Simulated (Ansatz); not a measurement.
# Alloy of CdTe and HgTe (8 of 32 Cd sites exchanged), 64 atoms

How does this alloy cell relax, and what gap do PBEsol and HSE06 give?

All numbers are computed with Ansatz 0.2.0 (PAW, plane waves).

## (1) The starting cell

64 atoms (8 Hg, 24 Cd, 32 Te); a = 12.989 Å, b = 12.989 Å, c = 12.989 Å, α = 90.00°, β = 90.00°, γ = 90.00°. All atoms were shaken off their sites by about 0.02 Å along each axis; atoms next to an added one may be pushed further to make room.

The runs, in order: (2) PBEsol cell relaxation at the single k point (¼, ¼, ¼), on 1 × NVIDIA H100 80GB HBM3 with 4 threads of AMD EPYC 7R13; (3) HSE06 single point at the single k point (¼, ¼, ¼), on 1 × NVIDIA H100 80GB HBM3 with 4 threads of AMD EPYC 7R13.

## (2) PBEsol relaxation of the cell and the positions

File in.yaml:

```yaml
crystal:
  lattice:
    - [12.989018, 0.000000, 0.000000]
    - [0.000000, 12.989018, 0.000000]
    - [0.000000, 0.000000, 12.989018]
  atoms:
    - { symbol: Hg, position: [0.001135, 0.001536, 0.000201] }
    - { symbol: Hg, position: [0.998450, 0.998807, 0.499676] }
    - { symbol: Hg, position: [0.500816, 0.001505, 0.001053] }
    - { symbol: Hg, position: [0.748658, 0.248100, 0.998405] }
    - { symbol: Hg, position: [0.749950, 0.749416, 0.001865] }
    - { symbol: Hg, position: [0.748496, 0.000507, 0.254132] }
    - { symbol: Hg, position: [0.746810, 0.000218, 0.748856] }
    - { symbol: Hg, position: [0.998354, 0.749865, 0.748802] }
    - { symbol: Cd, position: [0.998369, 0.498955, 0.001574] }
    - { symbol: Cd, position: [0.999020, 0.499853, 0.499219] }
    - { symbol: Cd, position: [0.498603, 0.999744, 0.500078] }
    - { symbol: Cd, position: [0.497214, 0.499055, 0.000291] }
    - { symbol: Cd, position: [0.499467, 0.498555, 0.499373] }
    - { symbol: Cd, position: [0.251047, 0.249577, 0.001882] }
    - { symbol: Cd, position: [0.249609, 0.249639, 0.498823] }
    - { symbol: Cd, position: [0.247182, 0.749791, 0.998719] }
    - { symbol: Cd, position: [0.246328, 0.748977, 0.500399] }
    - { symbol: Cd, position: [0.750983, 0.252309, 0.497867] }
    - { symbol: Cd, position: [0.750488, 0.746491, 0.494904] }
    - { symbol: Cd, position: [0.251629, 0.999348, 0.249479] }
    - { symbol: Cd, position: [0.252385, 0.998304, 0.747551] }
    - { symbol: Cd, position: [0.246284, 0.501980, 0.250237] }
    - { symbol: Cd, position: [0.251148, 0.499657, 0.749832] }
    - { symbol: Cd, position: [0.750482, 0.499261, 0.249241] }
    - { symbol: Cd, position: [0.748734, 0.500238, 0.750037] }
    - { symbol: Cd, position: [0.997974, 0.248726, 0.248529] }
    - { symbol: Cd, position: [0.999417, 0.248121, 0.749212] }
    - { symbol: Cd, position: [0.999031, 0.748729, 0.247725] }
    - { symbol: Cd, position: [0.500596, 0.250239, 0.250816] }
    - { symbol: Cd, position: [0.499114, 0.249822, 0.751631] }
    - { symbol: Cd, position: [0.498664, 0.750571, 0.249994] }
    - { symbol: Cd, position: [0.500115, 0.752165, 0.749082] }
    - { symbol: Te, position: [0.124421, 0.123776, 0.125180] }
    - { symbol: Te, position: [0.123684, 0.122217, 0.626399] }
    - { symbol: Te, position: [0.124221, 0.625635, 0.124227] }
    - { symbol: Te, position: [0.126683, 0.625152, 0.624980] }
    - { symbol: Te, position: [0.623794, 0.123190, 0.123571] }
    - { symbol: Te, position: [0.625832, 0.120690, 0.625946] }
    - { symbol: Te, position: [0.627026, 0.627845, 0.123433] }
    - { symbol: Te, position: [0.625141, 0.623371, 0.625684] }
    - { symbol: Te, position: [0.374683, 0.375625, 0.123288] }
    - { symbol: Te, position: [0.373044, 0.376546, 0.626777] }
    - { symbol: Te, position: [0.375467, 0.873402, 0.123459] }
    - { symbol: Te, position: [0.371755, 0.876455, 0.626255] }
    - { symbol: Te, position: [0.873990, 0.375528, 0.123207] }
    - { symbol: Te, position: [0.875813, 0.370721, 0.627431] }
    - { symbol: Te, position: [0.873767, 0.873623, 0.124735] }
    - { symbol: Te, position: [0.873340, 0.876155, 0.623652] }
    - { symbol: Te, position: [0.373111, 0.125707, 0.373983] }
    - { symbol: Te, position: [0.372660, 0.123066, 0.876811] }
    - { symbol: Te, position: [0.375352, 0.623880, 0.375715] }
    - { symbol: Te, position: [0.372488, 0.622251, 0.874748] }
    - { symbol: Te, position: [0.875646, 0.124958, 0.373486] }
    - { symbol: Te, position: [0.874944, 0.124699, 0.873423] }
    - { symbol: Te, position: [0.876514, 0.625221, 0.370435] }
    - { symbol: Te, position: [0.874128, 0.622050, 0.873835] }
    - { symbol: Te, position: [0.126556, 0.375238, 0.376221] }
    - { symbol: Te, position: [0.125496, 0.374438, 0.876381] }
    - { symbol: Te, position: [0.126751, 0.874429, 0.373744] }
    - { symbol: Te, position: [0.120673, 0.874597, 0.873842] }
    - { symbol: Te, position: [0.623727, 0.376822, 0.376746] }
    - { symbol: Te, position: [0.624567, 0.378028, 0.876610] }
    - { symbol: Te, position: [0.626554, 0.873802, 0.373301] }
    - { symbol: Te, position: [0.625669, 0.875471, 0.873280] }
  symmetry: { detect: false }
kpoints:
  mp_grid: { grid: [1, 1, 1], shift: [0.25, 0.25, 0.25] }
hamiltonian:
  xc: pbesol
scf:
  occupations: { method: fermi_dirac, width: 0.01 }
relax:
  f_tol: 0.03
  max_steps: 80
  escape_saddle: false
  adjacent_minimum: "off"
  cell: { fix: [shape] }
output:
  forces: true
  eigenvalues: true
  populations: true
```

The run is started by

```console
$ ansatz run in.yaml --threads 4 --pin off --max-ram 61750MiB --runs-dir r --events-out ev --progress --plain --backend cuda --devices 0, --max-vram 37GiB
```

Further steps of the session: HSE06 single point.

**Question.** What will these runs give? Wanted: for each run, top filled to lowest empty.

The runs gave:

```
             level           time  top filled to lowest empty (eV)
PBEsol, relaxation     24 s (GPU)                             1.34
             HSE06  2.9 min (GPU)                             2.15
```

| quantity | value |
| --- | --- |
| relaxation | 4 recorded steps, 0.26 eV gained |
| largest shift | 0.07 Å (Te39) |
| relaxed cell | a = 12.989 Å, b = 12.989 Å, c = 12.989 Å, α = 90.00°, β = 90.00°, γ = 90.00° |
| mean bonds | Cd–Te 2.810, Hg–Te 2.819 Å |

**In words.** The relaxation lowers the energy by 0.26 eV; the largest shift is 0.07 Å (Te39), while the volume changes by +0.0 %. Part of this undoes the random shake of the start. The mean lengths differ by only 0.01 Å, over all coordinations together. At the same k points, PBEsol gives a spacing 0.81 eV smaller than the 2.15 eV of HSE06. Spin–orbit coupling is left out, which matters for the band edges of the heavier elements here. With one k point the spacing samples only the states that fold onto it, so it can exceed the gap over the zone.
